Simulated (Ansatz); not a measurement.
# C₂H₃BS: single points off equilibrium

One table from this session's results is given with a row withheld; the runs are named, their logs left out.

Method: single points in def2-TZVPP; program: Ansatz 0.2.0, Gaussian basis.

Cores are frozen in the correlated methods.

### Where the work starts

SMILES `BSC#C`, 7 atoms, charge 0, spin multiplicity 1.

Atoms are counted from 1 here; the program's logs count them from 0.

Bond lengths: B1–S2 1.863 Å, B1–H5 1.143 Å, B1–H6 1.351 Å, S2–C3 1.759 Å, C3–C4 1.188 Å, C4–H7 1.026 Å. Angles: S2–B1–H5 126.6°, S2–B1–H6 109.8°, H5–B1–H6 122.9°, B1–S2–C3 62.2°, S2–C3–C4 176.8°, C3–C4–H7 174.8°.

Geometry (Å):

```mol
C2H3BS
  3D, bonds by distance, orders not assigned

  7  6  0  0  0  0  0  0  0  0999 V2000
   -0.3159    1.0633   -0.1016 B   0  0
    0.3522    0.8899    1.6289 S   0  0
    0.4526   -0.5090    0.5669 C   0  0
    0.4535   -1.4555   -0.1508 C   0  0
    0.2511    1.4491   -1.0164 H   0  0
   -1.6513    0.8572   -0.1001 H   0  0
    0.4348   -2.3244   -0.6955 H   0  0
  1  2  8  0
  1  5  8  0
  1  6  8  0
  2  3  8  0
  3  4  8  0
  4  7  8  0
M  END
```

Set-up of the first run:

File run/in.yaml:

```yaml
crystal:
  periodic: [false, false, false]
  atoms:
    - {symbol: B, position_ang: [-0.315900, 1.063300, -0.101600]}
    - {symbol: S, position_ang: [0.352200, 0.889900, 1.628900]}
    - {symbol: C, position_ang: [0.452600, -0.509000, 0.566900]}
    - {symbol: C, position_ang: [0.453500, -1.455500, -0.150800]}
    - {symbol: H, position_ang: [0.251100, 1.449100, -1.016400]}
    - {symbol: H, position_ang: [-1.651300, 0.857200, -0.100100]}
    - {symbol: H, position_ang: [0.434800, -2.324400, -0.695500]}
basis:
  gaussian: {orbitals: def2-TZVPP}
correlation: {method: ccsd_t}
output: {forces: true}
```

No record of the launch command was kept for these runs.

Among the steps run: CCSD(T)/def2-TZVPP; PBE0-D4/def2-TZVPP; wB97M-V/def2-TZVPP; r2SCAN-D4/def2-TZVPP; PBE-D4/def2-TZVPP; SPW92/def2-TZVPP; B97M-V/def2-TZVPP.

One table of the session follows, with a row left open; its other results are not shown here.

```
   method  RMS force component (eV/Å)  angle to CCSD(T) forces (°)  dipole (D)
  CCSD(T)                       1.677                    reference        1.51
  PBE0-D4                       1.594                          9.8        1.55
  wB97M-V                       1.448                         13.3        1.55
r2SCAN-D4                           ?                            ?           ?
   PBE-D4                       1.758                          6.3        1.48
    SPW92                       1.765                         12.0        1.47
   B97M-V                       1.580                         10.0        1.57
```

Estimate the missing values for r2SCAN-D4.

The run gave: RMS force component (eV/Å): 1.660; angle to CCSD(T) forces (°): 6.9; dipole (D): 1.52. In the column «RMS force component (eV/Å)» it lies between PBE0-D4 (1.594) and CCSD(T) (1.677).
